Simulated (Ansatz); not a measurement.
# C6H16Cl2N2Zr: the cost of one run

Method: one geometry, several basis sets; program: Ansatz 0.2.0, Gaussian basis.

Levels to be run: PBE0-D4/def2-SVP; ωB97M-V/def2-SVP; PBE0-D4/def2-QZVPP; ωB97M-V/def2-QZVPP; the functionals' def2-TZVPP values are taken from earlier runs.

## 1. Structure used throughout

An earlier PBE0-D4 in a triple-zeta def2 set relaxation fixed the geometry. Zr takes the def2 core potential; no spin-orbit term is included.

SMILES `CC[N](C)[Zr]([Cl])([Cl])[N](C)CC`, 27 atoms, charge 0, spin multiplicity 1.

Atoms are counted from 1 here; the program's logs count them from 0.

Bond lengths: C1–C2 1.514 Å, C1–H12 1.095 Å, C1–H13 1.091 Å, C1–H14 1.092 Å, C2–N3 1.445 Å, C2–H15 1.101 Å, C2–H16 1.101 Å, N3–C4 1.450 Å, N3–Zr5 2.012 Å, C4–H17 1.098 Å, C4–H18 1.098 Å, C4–H19 1.095 Å, Zr5–Cl6 2.387 Å, Zr5–Cl7 2.383 Å, Zr5–N8 1.998 Å, N8–C9 1.439 Å, N8–C10 1.455 Å, C9–H20 1.097 Å and more. Angles: C2–C1–H12 111.3°, C2–C1–H13 110.2°, C2–C1–H14 111.7°, H12–C1–H13 107.5°, H12–C1–H14 108.1°, H13–C1–H14 107.9°, C1–C2–N3 113.2°, C1–C2–H15 109.5°, C1–C2–H16 109.6°, N3–C2–H15 108.7°, N3–C2–H16 109.7°, H15–C2–H16 105.9°, C2–N3–C4 112.3°, C2–N3–Zr5 131.8°, C4–N3–Zr5 115.8°, N3–C4–H17 111.1°, N3–C4–H18 111.5°, N3–C4–H19 111.3° and more.

## 2. PBE0-D4 in def2-SVP

Input file in.yaml:

```yaml
crystal:
  periodic: [false, false, false]
  atoms:
    - {symbol: C, position_ang: [-1.508416, -2.632693, -0.221811]}
    - {symbol: C, position_ang: [-2.344752, -1.504635, 0.344356]}
    - {symbol: N, position_ang: [-1.885626, -0.196163, -0.063486]}
    - {symbol: C, position_ang: [-2.642080, 0.872413, 0.560030]}
    - {symbol: Zr, position_ang: [-0.360760, 0.381306, -1.241569]}
    - {symbol: Cl, position_ang: [-0.551087, 2.650827, -1.957299]}
    - {symbol: Cl, position_ang: [0.102065, -1.055166, -3.085975]}
    - {symbol: N, position_ang: [1.217543, 0.293090, -0.020414]}
    - {symbol: C, position_ang: [1.408793, -0.136917, 1.339712]}
    - {symbol: C, position_ang: [2.425987, 0.730212, -0.701956]}
    - {symbol: C, position_ang: [3.021948, 2.017714, -0.158497]}
    - {symbol: H, position_ang: [-0.456617, -2.531489, 0.064916]}
    - {symbol: H, position_ang: [-1.861624, -3.592281, 0.159806]}
    - {symbol: H, position_ang: [-1.560528, -2.665582, -1.311744]}
    - {symbol: H, position_ang: [-2.333669, -1.555168, 1.444430]}
    - {symbol: H, position_ang: [-3.395824, -1.637773, 0.046618]}
    - {symbol: H, position_ang: [-2.585279, 0.810767, 1.655048]}
    - {symbol: H, position_ang: [-3.701299, 0.835157, 0.273462]}
    - {symbol: H, position_ang: [-2.260956, 1.855192, 0.263685]}
    - {symbol: H, position_ang: [1.740652, 0.679970, 1.991996]}
    - {symbol: H, position_ang: [0.471865, -0.522549, 1.744202]}
    - {symbol: H, position_ang: [2.162140, -0.935169, 1.399807]}
    - {symbol: H, position_ang: [3.171643, -0.078123, -0.680093]}
    - {symbol: H, position_ang: [2.196006, 0.877612, -1.770056]}
    - {symbol: H, position_ang: [2.290945, 2.827558, -0.209509]}
    - {symbol: H, position_ang: [3.342041, 1.904856, 0.879207]}
    - {symbol: H, position_ang: [3.896908, 2.307022, -0.744878]}
basis:
  gaussian: {orbitals: def2-SVP}
hamiltonian: {xc: pbe0, dispersion: d4}
output: {orbitals: {seedname: orbitals}}
```

The run is started by

```sh
ansatz run in.yaml --threads 11 --pin off --events-out ev --progress --plain --max-ram 110592MiB --backend cpu
```

What time and memory should one allow on 11 threads of AMD EPYC 7R13, shared host?

About 3.5 s, with a peak of 1.8 GiB.
